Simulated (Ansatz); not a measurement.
# ScAl3N4: the cost of one run

Program: Ansatz 0.2.0. Level of theory: DFT PBE, scalar-relativistic, plane waves, PAW, unless a step names another level. These are calculated values, not measurements.

## (1) The structure to begin with

It takes space group Pmn2_1 (No. 31, orthorhombic). Conventional cell: a = 6.483 Å, b = 5.610 Å, c = 5.065 Å, α = 90.00°, β = 90.00°, γ = 90.00°. Sc (site symmetry m) has 4 N at 2.08 to 2.17 Å in its first shell of neighbours. Around Al (site symmetry m) lie 4 N at 1.89 to 1.94 Å. Al (site symmetry 1) is surrounded by 4 N at 1.90 to 1.95 Å. N (site symmetry m) is surrounded by 3 Al at 1.91 Å and 1 Sc at 2.09 Å. Around N (site symmetry m) lie 3 Al at 1.94 to 1.95 Å and 1 Sc at 2.17 Å. N (site symmetry 1) is surrounded by 3 Al at 1.89 to 1.91 Å and 1 Sc at 2.08 Å.

Structure file:

```xyz
16
Lattice="6.4832 0.0000 0.0000 0.0000 5.6099 0.0000 0.0000 0.0000 5.0647" Properties=species:S:1:pos:R:3 pbc="T T T"
Sc    0.0000    4.6931    5.0182
Sc    3.2416    0.9168    2.4859
Al    0.0000    1.0029    2.5571
Al    3.2416    4.6070    0.0248
Al    1.6227    1.8949    0.0228
Al    4.8643    3.7150    2.5552
Al    1.6189    3.7150    2.5552
Al    4.8605    1.8949    0.0228
N     0.0000    1.0975    4.4636
N     0.0000    4.7201    2.1203
N     1.5179    1.9298    1.9254
N     4.9652    1.9298    1.9254
N     3.2416    4.5124    1.9312
N     3.2416    0.8898    4.6526
N     4.7595    3.6802    4.4577
N     1.7236    3.6802    4.4577
```

It came out lowest among 28 distinct ends of the trial cells. At a tolerance of 0.02 Å it has space group Pmn2_1 (No. 31).

## (2) Relaxing to 0.001 eV/Å, on the response runs' mesh and smearing

Input file input.yaml:

```yaml
crystal:
  lattice:
    - [6.4831549946, 0.0, 0.0]
    - [0.0, 5.6099080262, 0.0]
    - [0.0, 0.0, 5.0646774199]
  atoms:
    - { symbol: Sc, position: [0.0, 0.8365687316, 0.990824798] }
    - { symbol: Sc, position: [0.5, 0.1634312684, 0.490824798] }
    - { symbol: Al, position: [0.0, 0.178781044, 0.5048895718] }
    - { symbol: Al, position: [0.5, 0.821218956, 0.0048895718] }
    - { symbol: Al, position: [0.2502942939, 0.3377761374, 0.0045113991] }
    - { symbol: Al, position: [0.7502942939, 0.6622238626, 0.5045113991] }
    - { symbol: Al, position: [0.2497057061, 0.6622238626, 0.5045113991] }
    - { symbol: Al, position: [0.7497057061, 0.3377761374, 0.0045113991] }
    - { symbol: "N", position: [0.0, 0.1956394809, 0.8813122387] }
    - { symbol: "N", position: [0.0, 0.8413794403, 0.418645248] }
    - { symbol: "N", position: [0.2341348432, 0.3439906215, 0.3801526727] }
    - { symbol: "N", position: [0.7658651568, 0.3439906215, 0.3801526727] }
    - { symbol: "N", position: [0.5, 0.8043605191, 0.3813122387] }
    - { symbol: "N", position: [0.5, 0.1586205597, 0.918645248] }
    - { symbol: "N", position: [0.7341348432, 0.6560093785, 0.8801526727] }
    - { symbol: "N", position: [0.2658651568, 0.6560093785, 0.8801526727] }
basis:
  ecutwfc: 420
kpoints:
  mp_grid: { grid: [4, 4, 6] }
hamiltonian:
  xc: pbe
scf:
  occupations: { method: fixed }
output:
  forces: true
  stress: true
  eigenvalues: true
relax:
  adjacent_minimum: "off"
  f_tol: 0.001
  max_steps: 60
  cell: { stress_tol: 0.01 }
```

On the command line:

```console
ansatz run input.yaml --threads 3 --pin off --max-ram 7680MiB --backend cpu --events-out ev --progress --plain --runs-dir out
```

Q: Estimate wall time and peak memory on 3 threads of Intel Xeon 6975P-C (Granite Rapids), shared host.

About 25 s, with a peak of 0.68 GiB.
